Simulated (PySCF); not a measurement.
# A diatomic session: BiCl+

Aim: find the lowest electronic state of BiCl+, scan its bond at several levels of theory, and get bond length, wavenumber and dissociation energy from each curve.

Computed with PySCF 2.14.0. Level: Bi cc-pVDZ-PP with ECP60, Cl cc-pV(D+d)Z, scalar-relativistic core potentials.

## 1. The job

A driver script around PySCF takes these settings:

- atoms: Bi, Cl
- charge: 1
- basis: Bi cc-pVDZ-PP with ECP60, Cl cc-pV(D+d)Z
- Hamiltonian: scalar-relativistic core potentials
- basis functions: 46
- electrons treated: 39
- masses in u: 208.9804, 34.9689
- levels: PBE0, PBE, r²SCAN, M06-2X, TPSSh, PW91, HF, MP2, SCS-MP2, CCSD, CCSD(T)
- grid: 80 radial by 434 angular points
- occupations: held fixed by the projection of orbital angular momentum
- dissociation limit: Bi+ + Cl, each in its ground configuration
- starting distance in angstrom: 2.530
- values of 2S to try: 1, 3

The job searches for the state first and then visits each distance with every level. Its results follow level by level.

## 2. Search for the lowest state

At the starting distance of 2.530 Å the search finds these solutions (others can lie among them):

```csv
2Ms+1,unpaired,term,E (eV),⟨S²⟩,⟨Lz²⟩,μ (D)
2,π ↑,²Π,0.00,0.76,1.01,-2.75
4,π ↑↑↑,⁴Π,2.43,3.76,1.01,2.11
2,σ ↑,²Σ⁺,2.46,0.76,0.00,-2.29
2,π ↑↑↓,not assigned,2.80,1.76,3.01,2.12
4,"σ ↑, π ↑↑",⁴Σ⁻,3.14,3.76,0.00,0.50
2,"σ ↓, π ↑↑",not assigned,3.38,1.76,0.00,0.53
```

6 of 8 solutions are listed, lowest first.

A term symbol stands only where ⟨S²⟩ and ⟨Lz²⟩ are near those of a pure state. A positive dipole points from Bi to Cl; in an ion it is taken about the centre of mass and does not tell which atom is negative.

The most promising solutions are followed along the bond (rough minima from three points):

```csv
2Ms+1,unpaired,R at minimum (Å),energy at minimum (eV)
2,π ↑,2.37,0.00
4,π ↑↑↑,not bracketed,≤ 2.38
```

The search made 8 SCF attempts at the starting distance; with the short scans it took 6 s of wall time (1 thread, shared host).

## 3. First curve: PBE0

State followed: ²Π (doublet), unpaired electrons π ↑. The scan is laid around 2.371 Å.

Output of the SCF at 2.371 Å:

```text
******** <class 'pyscf.dft.uks_symm.SymAdaptedUKS'> ********
method = SymAdaptedUKS
initial guess = minao
damping factor = 0
level_shift factor = 0
DIIS = <class 'pyscf.scf.diis.CDIIS'>
diis_start_cycle = 1
diis_space = 10
diis_damp = 0
SCF conv_tol = 1e-09
SCF conv_tol_grad = None
SCF max_cycles = 60
direct_scf = False
max_memory 909 MB (current use 275 MB)
number electrons alpha = 20  beta = 19
XC library pyscf.dft.libxc version 7.0.0
    S. Lehtola, C. Steigemann, M. J.T. Oliveira, and M. A.L. Marques.,  SoftwareX 7, 1–5 (2018)
XC functionals = PBE0
    C. Adamo and V. Barone.,  J. Chem. Phys. 110, 6158 (1999)
    M. Ernzerhof and G. E. Scuseria.,  J. Chem. Phys. 110, 5029 (1999)
small_rho_cutoff = 0
Overwritten attributes  get_hcore get_k get_jk get_occ get_j  of <class 'pyscf.dft.uks_symm.SymAdaptedUKS'>
Set gradient conv threshold to 3.16228e-05
init E= -674.389589198655
cycle= 1 E= -674.400675973033  delta_E= -0.0111  |g|= 0.00987  |ddm|= 0.0472
cycle= 2 E= -674.400534202421  delta_E= 0.000142  |g|= 0.0171  |ddm|= 0.0603
cycle= 3 E= -674.400749642155  delta_E= -0.000215  |g|= 0.00248  |ddm|= 0.0428
cycle= 4 E= -674.400752920817  delta_E= -3.28e-06  |g|= 0.000268  |ddm|= 0.00488
cycle= 5 E= -674.40075299297  delta_E= -7.22e-08  |g|= 4.4e-05  |ddm|= 0.000873
cycle= 6 E= -674.400753000605  delta_E= -7.63e-09  |g|= 1.82e-05  |ddm|= 0.000327
cycle= 7 E= -674.400753002743  delta_E= -2.14e-09  |g|= 4.65e-06  |ddm|= 0.000239
cycle= 8 E= -674.400753002866  delta_E= -1.23e-10  |g|= 1.44e-06  |ddm|= 6.23e-05
Extra cycle  E= -674.400753002865  delta_E= 6.82e-13  |g|= 2.24e-06  |ddm|= 9.82e-06
converged SCF energy = -674.400753002865  <S^2> = 0.75399187  2S+1 = 2.0039879
```

Points of the scan, energies from the lowest:

```csv
R (Å),E (eV),μ (D),Mulliken charge of Bi (e),Mayer bond order,⟨S²⟩,HOMO (eV),LUMO (eV)
2.0391,1.4613,-0.44,1.00,1.52,0.75,-11.91,-10.06
2.1339,0.6318,-0.95,1.03,1.48,0.75,-12.08,-10.23
2.2287,0.1879,-1.44,1.05,1.44,0.75,-12.24,-10.39
2.2999,0.0366,-1.78,1.07,1.42,0.75,-12.35,-10.50
2.3710,0.0000,-2.11,1.09,1.40,0.75,-12.46,-10.61
2.4421,0.0491,-2.41,1.10,1.38,0.75,-12.56,-10.72
2.5370,0.2101,-2.77,1.12,1.36,0.76,-12.68,-10.84
2.6555,0.5100,-3.17,1.13,1.34,0.76,-12.82,-10.99
2.7978,0.9448,-3.54,1.13,1.31,0.78,-12.94,-11.16
2.9875,1.5466,-3.63,1.11,1.29,0.90,-13.05,-11.34
```

The fit gives Re = 2.362 Å, ωe = 398 cm⁻¹, ωexe = 0.998 cm⁻¹, αe = 0.000344 cm⁻¹, Be = 0.1008 cm⁻¹, De = 3.13 eV, μ = -2.07 D.

Orbitals nearest the gap at 2.371 Å:

```csv
spin,orbital,ε (eV),filled,made of
β,σ,-28.87,yes,Cl s 87 %
α,σ,-23.65,yes,"Bi s 83 %, Cl s 12 %"
β,σ,-22.85,yes,"Bi s 84 %, Cl s 10 %"
α,σ,-16.30,yes,"Cl p 64 %, Bi p 27 %"
β,σ,-16.15,yes,"Cl p 65 %, Bi p 25 %"
α,π,-15.53,yes,"Cl p 83 %, Bi p 16 %"
β,π,-15.39,yes,"Cl p 89 %, Bi p 10 %"
α,π,-15.37,yes,"Cl p 86 %, Bi p 12 %"
β,π,-15.09,yes,Cl p 91 %
α,π,-12.46,yes,"Bi p 84 %, Cl p 15 %"
α,π,-10.61,no,"Bi p 88 %, Cl p 12 %"
β,π,-10.22,no,"Bi p 90 %, Cl p 10 %"
β,π,-9.36,no,Bi p 92 %
α,σ,-7.68,no,"Bi p 74 %, Cl p 22 %"
```

Polarisability there: 59.3 bohr³ along the bond, 23.3 across it. Without diffuse functions these come out too small, above all across the bond.

## 4. Excited determinants

State 2: ⁴Π (quartet), unpaired electrons π ↑↑↑, an excited solution.

The SCF at the reference distance, 2.371 Å, printed:

```text
[... 13 set-up lines left out, the same as in an earlier log ...]
max_memory 909 MB (current use 306 MB)
number electrons alpha = 21  beta = 18
[... 7 set-up lines left out, the same as in an earlier log ...]
init E= -674.280818833379
cycle= 1 E= -674.284596742414  delta_E= -0.00378  |g|= 0.00438  |ddm|= 0.0456
cycle= 2 E= -674.28460293179  delta_E= -6.19e-06  |g|= 0.00372  |ddm|= 0.026
cycle= 3 E= -674.284613015811  delta_E= -1.01e-05  |g|= 0.000319  |ddm|= 0.0116
cycle= 4 E= -674.284613072271  delta_E= -5.65e-08  |g|= 5.42e-05  |ddm|= 0.00107
cycle= 5 E= -674.284613075651  delta_E= -3.38e-09  |g|= 2.14e-05  |ddm|= 0.000228
cycle= 6 E= -674.284613076019  delta_E= -3.68e-10  |g|= 6.18e-06  |ddm|= 6.82e-05
Extra cycle  E= -674.284613076046  delta_E= -2.64e-11  |g|= 3.85e-06  |ddm|= 2.34e-05
converged SCF energy = -674.284613076046  <S^2> = 3.7555946  2S+1 = 4.0027963
```

Re = 2.848 Å, ωe = 176.1 cm⁻¹, ωexe = 1.23 cm⁻¹, αe = 0.000524 cm⁻¹, Be = 0.06938 cm⁻¹, μ = 1.29 D. Its minimum lies 2.35 eV above that of the lowest state.

Energy (eV) from the lowest point of the lowest state:

```csv
R (Å),lowest,state 2
2.039,1.461,6.480
2.134,0.632,5.073
2.229,0.188,4.088
2.300,0.037,3.556
2.371,0.000,3.160
2.442,0.049,2.871
2.537,0.210,2.610
2.655,0.510,2.429
2.798,0.945,2.349
2.987,1.547,2.372
```

## 5. PBE (GGA)

The SCF at the reference distance, 2.371 Å, printed:

```text
[... 13 set-up lines left out, the same as in an earlier log ...]
max_memory 909 MB (current use 291 MB)
[... 3 set-up lines left out, the same as in an earlier log ...]
XC functionals = PBE
    J. P. Perdew, K. Burke, and M. Ernzerhof.,  Phys. Rev. Lett. 77, 3865 (1996)
    J. P. Perdew, K. Burke, and M. Ernzerhof.,  Phys. Rev. Lett. 78, 1396 (1997)
    J. P. Perdew, K. Burke, and M. Ernzerhof.,  Phys. Rev. Lett. 77, 3865 (1996)
    J. P. Perdew, K. Burke, and M. Ernzerhof.,  Phys. Rev. Lett. 78, 1396 (1997)
[... 2 set-up lines left out, the same as in an earlier log ...]
init E= -674.392638961704
cycle= 1 E= -674.391053176511  delta_E= 0.00159  |g|= 0.0632  |ddm|= 0.278
cycle= 2 E= -674.36635709906  delta_E= 0.0247  |g|= 0.184  |ddm|= 0.607
cycle= 3 E= -674.39441645377  delta_E= -0.0281  |g|= 0.00652  |ddm|= 0.444
cycle= 4 E= -674.394460060691  delta_E= -4.36e-05  |g|= 0.00194  |ddm|= 0.0249
cycle= 5 E= -674.394463095885  delta_E= -3.04e-06  |g|= 0.000397  |ddm|= 0.0043
cycle= 6 E= -674.394463219977  delta_E= -1.24e-07  |g|= 7.5e-05  |ddm|= 0.000793
cycle= 7 E= -674.39446322447  delta_E= -4.49e-09  |g|= 9.76e-06  |ddm|= 0.000167
cycle= 8 E= -674.394463224563  delta_E= -9.28e-11  |g|= 3.11e-06  |ddm|= 4.32e-05
Extra cycle  E= -674.3944632245  delta_E= 6.28e-11  |g|= 9.74e-06  |ddm|= 3.12e-05
converged SCF energy = -674.3944632245  <S^2> = 0.75315377  2S+1 = 2.0031513
```

Re = 2.388 Å, ωe = 378 cm⁻¹, ωexe = 1.05 cm⁻¹, αe = 0.000360 cm⁻¹, Be = 0.09864 cm⁻¹, De = 3.51 eV, μ = -1.68 D. 11 s of CPU time for 12 points, integrals apart.

## 6. r²SCAN (meta-GGA)

Log of the SCF at 2.371 Å:

```text
[... 13 set-up lines left out, the same as in an earlier log ...]
max_memory 909 MB (current use 292 MB)
[... 3 set-up lines left out, the same as in an earlier log ...]
XC functionals = R2SCAN
    J. W. Furness, A. D. Kaplan, J. Ning, J. P. Perdew, and J. Sun.,  J. Phys. Chem. Lett. 11, 8208-8215 (2020)
    J. W. Furness, A. D. Kaplan, J. Ning, J. P. Perdew, and J. Sun.,  J. Phys. Chem. Lett. 11, 9248-9248 (2020)
    J. W. Furness, A. D. Kaplan, J. Ning, J. P. Perdew, and J. Sun.,  J. Phys. Chem. Lett. 11, 8208-8215 (2020)
    J. W. Furness, A. D. Kaplan, J. Ning, J. P. Perdew, and J. Sun.,  J. Phys. Chem. Lett. 11, 9248-9248 (2020)
[... 2 set-up lines left out, the same as in an earlier log ...]
init E= -674.619215599824
cycle= 1 E= -674.619171205466  delta_E= 4.44e-05  |g|= 0.0271  |ddm|= 0.175
cycle= 2 E= -674.615205907482  delta_E= 0.00397  |g|= 0.0752  |ddm|= 0.253
cycle= 3 E= -674.619789296548  delta_E= -0.00458  |g|= 0.00206  |ddm|= 0.185
cycle= 4 E= -674.619792505785  delta_E= -3.21e-06  |g|= 0.000513  |ddm|= 0.00502
cycle= 5 E= -674.619792623654  delta_E= -1.18e-07  |g|= 0.000143  |ddm|= 0.00122
cycle= 6 E= -674.619792642147  delta_E= -1.85e-08  |g|= 2.17e-05  |ddm|= 0.000432
cycle= 7 E= -674.619792642528  delta_E= -3.81e-10  |g|= 9.02e-06  |ddm|= 7.6e-05
Extra cycle  E= -674.619792642178  delta_E= 3.5e-10  |g|= 2.33e-05  |ddm|= 8.19e-05
converged SCF energy = -674.619792642178  <S^2> = 0.75539273  2S+1 = 2.0053855
```

Re = 2.374 Å, ωe = 390 cm⁻¹, ωexe = 1.04 cm⁻¹, αe = 0.000352 cm⁻¹, Be = 0.09984 cm⁻¹, De = 3.27 eV, μ = -1.95 D. 17 s of CPU time for 12 points, integrals apart.

## 7. M06-2X (hybrid meta-GGA)

The SCF at the reference distance, 2.371 Å, printed:

```text
[... 17 set-up lines left out, the same as in an earlier log ...]
XC functionals = M062X
    Y. Zhao and D. G. Truhlar.,  Theor. Chem. Acc. 120, 215 (2008)
    Y. Zhao and D. G. Truhlar.,  Theor. Chem. Acc. 120, 215 (2008)
[... 2 set-up lines left out, the same as in an earlier log ...]
init E= -674.400368975247
cycle= 1 E= -674.403220340282  delta_E= -0.00285  |g|= 0.0191  |ddm|= 0.25
cycle= 2 E= -674.403206564028  delta_E= 1.38e-05  |g|= 0.02  |ddm|= 0.106
cycle= 3 E= -674.403485644301  delta_E= -0.000279  |g|= 0.00277  |ddm|= 0.051
cycle= 4 E= -674.40349411268  delta_E= -8.47e-06  |g|= 0.000635  |ddm|= 0.0151
cycle= 5 E= -674.403494711857  delta_E= -5.99e-07  |g|= 0.000276  |ddm|= 0.00272
cycle= 6 E= -674.403494956218  delta_E= -2.44e-07  |g|= 8.45e-05  |ddm|= 0.00221
cycle= 7 E= -674.403494987133  delta_E= -3.09e-08  |g|= 2.76e-05  |ddm|= 0.000909
cycle= 8 E= -674.403494989996  delta_E= -2.86e-09  |g|= 7.81e-06  |ddm|= 0.000304
cycle= 9 E= -674.403494990182  delta_E= -1.86e-10  |g|= 1.85e-06  |ddm|= 8.26e-05
Extra cycle  E= -674.403494990192  delta_E= -9.78e-12  |g|= 1.03e-06  |ddm|= 1.1e-05
converged SCF energy = -674.403494990192  <S^2> = 0.75663856  2S+1 = 2.0066276
```

Re = 2.368 Å, ωe = 398 cm⁻¹, ωexe = 0.928 cm⁻¹, αe = 0.000334 cm⁻¹, Be = 0.1004 cm⁻¹, De = 2.78 eV, μ = -2.53 D.

## 8. TPSSh (hybrid meta-GGA)

The SCF at the reference distance, 2.371 Å, printed:

```text
[... 17 set-up lines left out, the same as in an earlier log ...]
XC functionals = TPSSH
    V. N. Staroverov, G. E. Scuseria, J. Tao, and J. P. Perdew.,  J. Chem. Phys. 119, 12129 (2003)
[... 2 set-up lines left out, the same as in an earlier log ...]
init E= -674.501278902301
cycle= 1 E= -674.501613923345  delta_E= -0.000335  |g|= 0.00778  |ddm|= 0.0804
cycle= 2 E= -674.501437116284  delta_E= 0.000177  |g|= 0.0167  |ddm|= 0.054
cycle= 3 E= -674.501658559949  delta_E= -0.000221  |g|= 0.00201  |ddm|= 0.0425
cycle= 4 E= -674.501660642383  delta_E= -2.08e-06  |g|= 0.000196  |ddm|= 0.00529
cycle= 5 E= -674.501660668615  delta_E= -2.62e-08  |g|= 0.000102  |ddm|= 0.000784
cycle= 6 E= -674.501660674173  delta_E= -5.56e-09  |g|= 3.63e-05  |ddm|= 0.000158
cycle= 7 E= -674.501660675414  delta_E= -1.24e-09  |g|= 4.3e-06  |ddm|= 0.000119
cycle= 8 E= -674.501660675459  delta_E= -4.5e-11  |g|= 6.81e-07  |ddm|= 3.05e-05
Extra cycle  E= -674.50166067546  delta_E= -1.93e-12  |g|= 5.27e-07  |ddm|= 5.79e-06
converged SCF energy = -674.50166067546  <S^2> = 0.75401331  2S+1 = 2.0040093
```

Re = 2.376 Å, ωe = 388 cm⁻¹, ωexe = 1.01 cm⁻¹, αe = 0.000349 cm⁻¹, Be = 0.09968 cm⁻¹, De = 3.24 eV, μ = -1.98 D. 11 s of CPU time for 12 points, integrals apart.

## 9. PW91 (GGA)

Output of the SCF at 2.371 Å:

```text
[... 13 set-up lines left out, the same as in an earlier log ...]
max_memory 909 MB (current use 293 MB)
[... 3 set-up lines left out, the same as in an earlier log ...]
XC functionals = PW91,PW91
    J. P. Perdew. In P. Ziesche and H. Eschrig, editors, Proceedings of the 75. WE-Heraeus-Seminar and 21st Annual International Symposium on Electronic Structure of Solids, 11. Berlin, 1991. Akademie Verlag.
    J. P. Perdew, J. A. Chevary, S. H. Vosko, K. A. Jackson, M. R. Pederson, D. J. Singh, and C. Fiolhais.,  Phys. Rev. B 46, 6671 (1992)
    J. P. Perdew, J. A. Chevary, S. H. Vosko, K. A. Jackson, M. R. Pederson, D. J. Singh, and C. Fiolhais.,  Phys. Rev. B 48, 4978 (1993)
    J. P. Perdew. In P. Ziesche and H. Eschrig, editors, Proceedings of the 75. WE-Heraeus-Seminar and 21st Annual International Symposium on Electronic Structure of Solids, 11. Berlin, 1991. Akademie Verlag.
    J. P. Perdew, J. A. Chevary, S. H. Vosko, K. A. Jackson, M. R. Pederson, D. J. Singh, and C. Fiolhais.,  Phys. Rev. B 46, 6671 (1992)
    J. P. Perdew, J. A. Chevary, S. H. Vosko, K. A. Jackson, M. R. Pederson, D. J. Singh, and C. Fiolhais.,  Phys. Rev. B 48, 4978 (1993)
[... 2 set-up lines left out, the same as in an earlier log ...]
init E= -674.650271234146
cycle= 1 E= -674.649117545303  delta_E= 0.00115  |g|= 0.0603  |ddm|= 0.29
cycle= 2 E= -674.625494683766  delta_E= 0.0236  |g|= 0.18  |ddm|= 0.594
cycle= 3 E= -674.652231415192  delta_E= -0.0267  |g|= 0.00778  |ddm|= 0.43
cycle= 4 E= -674.65229384355  delta_E= -6.24e-05  |g|= 0.00177  |ddm|= 0.0291
cycle= 5 E= -674.652295759762  delta_E= -1.92e-06  |g|= 0.000767  |ddm|= 0.00338
cycle= 6 E= -674.652296237352  delta_E= -4.78e-07  |g|= 0.000109  |ddm|= 0.00157
cycle= 7 E= -674.652296247409  delta_E= -1.01e-08  |g|= 1.22e-05  |ddm|= 0.000236
cycle= 8 E= -674.652296247564  delta_E= -1.56e-10  |g|= 3.28e-06  |ddm|= 5.63e-05
Extra cycle  E= -674.652296247485  delta_E= 7.94e-11  |g|= 1.08e-05  |ddm|= 3.4e-05
converged SCF energy = -674.652296247485  <S^2> = 0.75315666  2S+1 = 2.0031542
```

Re = 2.388 Å, ωe = 378 cm⁻¹, ωexe = 1.05 cm⁻¹, αe = 0.000360 cm⁻¹, Be = 0.09872 cm⁻¹, De = 3.54 eV, μ = -1.64 D.

## 10. UHF

The SCF at the reference distance, 2.371 Å, printed:

```text
******** <class 'pyscf.scf.uhf_symm.SymAdaptedUHF'> ********
method = SymAdaptedUHF
[... 13 set-up lines left out, the same as in an earlier log ...]
Overwritten attributes  get_hcore get_k get_jk get_occ get_j  of <class 'pyscf.scf.uhf_symm.SymAdaptedUHF'>
[... 1 set-up line left out, the same as in an earlier log ...]
init E= -672.795336936729
cycle= 1 E= -672.808565682217  delta_E= -0.0132  |g|= 0.0344  |ddm|= 0.412
cycle= 2 E= -672.809623247041  delta_E= -0.00106  |g|= 0.0119  |ddm|= 0.104
cycle= 3 E= -672.809819164822  delta_E= -0.000196  |g|= 0.00648  |ddm|= 0.0384
cycle= 4 E= -672.809888971272  delta_E= -6.98e-05  |g|= 0.00214  |ddm|= 0.0268
cycle= 5 E= -672.809905133187  delta_E= -1.62e-05  |g|= 0.00081  |ddm|= 0.0139
cycle= 6 E= -672.809907229007  delta_E= -2.1e-06  |g|= 0.000283  |ddm|= 0.00544
cycle= 7 E= -672.809907497312  delta_E= -2.68e-07  |g|= 0.000139  |ddm|= 0.00185
cycle= 8 E= -672.809907585176  delta_E= -8.79e-08  |g|= 6.74e-05  |ddm|= 0.0011
cycle= 9 E= -672.809907608441  delta_E= -2.33e-08  |g|= 1.87e-05  |ddm|= 0.000763
cycle= 10 E= -672.809907609796  delta_E= -1.36e-09  |g|= 7.6e-06  |ddm|= 0.000196
cycle= 11 E= -672.809907610039  delta_E= -2.44e-10  |g|= 4.15e-06  |ddm|= 5.91e-05
Extra cycle  E= -672.809907610087  delta_E= -4.77e-11  |g|= 3.15e-06  |ddm|= 1.54e-05
converged SCF energy = -672.809907610087  <S^2> = 0.75896172  2S+1 = 2.0089417
```

Re = 2.365 Å, ωe = 403 cm⁻¹, ωexe = 1.06 cm⁻¹, αe = 0.000336 cm⁻¹, Be = 0.1006 cm⁻¹, De = 1.37 eV, μ = -3.01 D.

## 11. Adding correlation

Reference: UHF; core orbitals frozen: 9; virtual orbitals above 20 hartree dropped in coupled cluster: 1. MP2 keeps all virtuals, so it differs from the MP2 energy in the coupled-cluster log.

Log of the coupled-cluster run at 2.371 Å:

```text
******** <class 'pyscf.cc.uccsd.UCCSD'> ********
CC2 = 0
CCSD nocc = (np.int64(11), np.int64(10)), nmo = (36, 36)
frozen orbitals [[0, 1, 2, 3, 4, 5, 6, 7, 8, 45], [0, 1, 2, 3, 4, 5, 6, 7, 8, 45]]
max_cycle = 80
direct = 0
conv_tol = 1e-07
conv_tol_normt = 1e-05
diis_space = 8
diis_start_cycle = 0
diis_start_energy_diff = 1e+09
max_memory 909 MB (current use 331 MB)
Init t2, MP2 energy = -0.212737122703231
Init E_corr(UCCSD) = -0.212737122719986
cycle = 1  E_corr(UCCSD) = -0.225667013718727  dE = -0.012929891  norm(t1,t2) = 0.0890278
cycle = 2  E_corr(UCCSD) = -0.23243767977316  dE = -0.00677066605  norm(t1,t2) = 0.0303907
cycle = 3  E_corr(UCCSD) = -0.232878083047163  dE = -0.000440403274  norm(t1,t2) = 0.025086
cycle = 4  E_corr(UCCSD) = -0.235086098463814  dE = -0.00220801542  norm(t1,t2) = 0.0136975
cycle = 5  E_corr(UCCSD) = -0.234847102516286  dE = 0.000238995948  norm(t1,t2) = 0.00443718
cycle = 6  E_corr(UCCSD) = -0.234810797219647  dE = 3.63052966e-05  norm(t1,t2) = 0.00129071
cycle = 7  E_corr(UCCSD) = -0.234844946019498  dE = -3.41487999e-05  norm(t1,t2) = 0.00052894
cycle = 8  E_corr(UCCSD) = -0.234848606013118  dE = -3.65999362e-06  norm(t1,t2) = 0.000170124
cycle = 9  E_corr(UCCSD) = -0.234845686040234  dE = 2.91997288e-06  norm(t1,t2) = 9.74261e-05
cycle = 10  E_corr(UCCSD) = -0.234846218427257  dE = -5.32387023e-07  norm(t1,t2) = 4.07481e-05
cycle = 11  E_corr(UCCSD) = -0.234846511887931  dE = -2.93460674e-07  norm(t1,t2) = 1.94962e-05
cycle = 12  E_corr(UCCSD) = -0.234846448087195  dE = 6.38007361e-08  norm(t1,t2) = 5.75656e-06
UCCSD converged
E(UCCSD) = -673.0447540581744  E_corr = -0.2348464480871951
UCCSD(T) correction = -0.00838092140807977
```

Correlation energy (eV) along the bond:

```csv
R (Å),MP2,SCS-MP2,CCSD,CCSD(T),T1
2.039,-5.789,-5.526,n/a,n/a,n/a
2.134,-5.789,-5.537,-6.352,-6.550,0.014
2.229,-5.790,-5.549,-6.367,-6.576,0.016
2.300,-5.790,-5.557,-6.378,-6.597,0.018
2.371,-5.790,-5.565,-6.390,-6.619,0.020
2.442,-5.789,-5.572,-6.404,-6.642,0.022
2.537,-5.786,-5.579,-6.422,-6.675,0.025
2.655,-5.753,-5.559,-6.446,-6.714,0.031
2.798,-5.398,-5.217,-6.410,-6.675,0.052
2.987,-4.967,-4.814,n/a,n/a,n/a
```

UHF-MP2: Re = 2.365 Å, ωe = 402 cm⁻¹, Be = 0.1006 cm⁻¹, De = 2.65 eV.

UHF-SCS-MP2: Re = 2.372 Å, ωe = 396 cm⁻¹, Be = 0.1000 cm⁻¹, De = 2.52 eV.

UHF-CCSD: Re = 2.376 Å, ωe = 393 cm⁻¹, ωexe = 1.08 cm⁻¹, αe = 0.000350 cm⁻¹, Be = 0.09972 cm⁻¹, De = 2.43 eV.

UHF-CCSD(T): Re = 2.384 Å, ωe = 384 cm⁻¹, ωexe = 1.07 cm⁻¹, αe = 0.000371 cm⁻¹, Be = 0.09902 cm⁻¹, De = 2.59 eV.

## 12. The curves together

Energy (eV) from each level's lowest point:

```csv
R (Å),UHF,UHF-MP2,UHF-SCS-MP2,UHF-CCSD,UHF-CCSD(T),PBE,PW91,r²SCAN,TPSSh,PBE0,M06-2X
2.039,1.524,1.526,1.563,n/a,n/a,1.606,1.599,1.538,1.542,1.461,1.511
2.134,0.664,0.665,0.692,0.703,0.733,0.735,0.731,0.684,0.689,0.632,0.663
2.229,0.202,0.202,0.217,0.225,0.244,0.250,0.247,0.218,0.222,0.188,0.204
2.300,0.042,0.041,0.049,0.054,0.064,0.067,0.066,0.051,0.053,0.037,0.043
2.371,0.000,0.000,0.000,0.000,0.000,0.000,0.000,0.000,0.000,0.000,0.000
2.442,0.047,0.048,0.040,0.034,0.024,0.019,0.020,0.035,0.033,0.049,0.044
2.537,0.209,0.213,0.195,0.177,0.153,0.139,0.141,0.178,0.173,0.210,0.201
2.655,0.511,0.547,0.516,0.455,0.415,0.389,0.393,0.456,0.448,0.510,0.501
2.798,0.877,1.269,1.224,0.857,0.821,0.765,0.771,0.861,0.855,0.945,0.944
2.987,1.154,1.978,1.904,n/a,n/a,1.295,1.302,1.414,1.421,1.547,1.565
```

## 13. Constants by level of theory

Lowest PBE0 solution found, without spin–orbit coupling: ²Π (doublet), unpaired electrons π ↑. State 2 has its PBE0 minimum 2.35 eV higher. The other levels ran on the lowest alone.

```csv
level,Re (Å),ωe (cm⁻¹),De (eV),μ (D)
UHF,2.365,403,1.37,-3.01
UHF-MP2,2.365,402,2.65,n/a
UHF-SCS-MP2,2.372,396,2.52,n/a
UHF-CCSD,2.376,393,2.43,n/a
UHF-CCSD(T),2.384,384,2.59,n/a
PBE,2.388,378,3.51,-1.68
PW91,2.388,378,3.54,-1.64
r²SCAN,2.374,390,3.27,-1.95
TPSSh,2.376,388,3.24,-1.98
PBE0,2.362,398,3.13,-2.07
M06-2X,2.368,398,2.78,-2.53
```

De is counted to Bi+ + Cl in their ground configurations. A positive dipole points from Bi to Cl; in an ion it is taken about the centre of mass and does not tell which atom is negative.

Time per point (s) on 1 thread, shared host (CPU time, shared integrals of 0.17 s apart; correlated levels include their reference; CCSD comes with the CCSD(T) run); the times are rough: UHF 0.089, UHF-MP2 0.16, UHF-SCS-MP2 0.16, UHF-CCSD(T) 4.5, PBE 0.88, PW91 1.1, r²SCAN 1.4, TPSSh 0.93, PBE0 0.7, M06-2X 0.94.

Bond lengths run from 2.362 Å (PBE0) to 2.388 Å (PBE). Of the levels with a De here, UHF gives the least (1.37 eV) and PW91 the most (3.54 eV).

Correlated steps freeze 9 core orbitals. Spin–orbit coupling is left out, which matters for elements this heavy, above all for dissociation energies. T1 is 0.020 near the minimum (highest on the curve 0.052), which may point to more than one leading configuration. With spin–orbit coupling the term label itself may not hold.
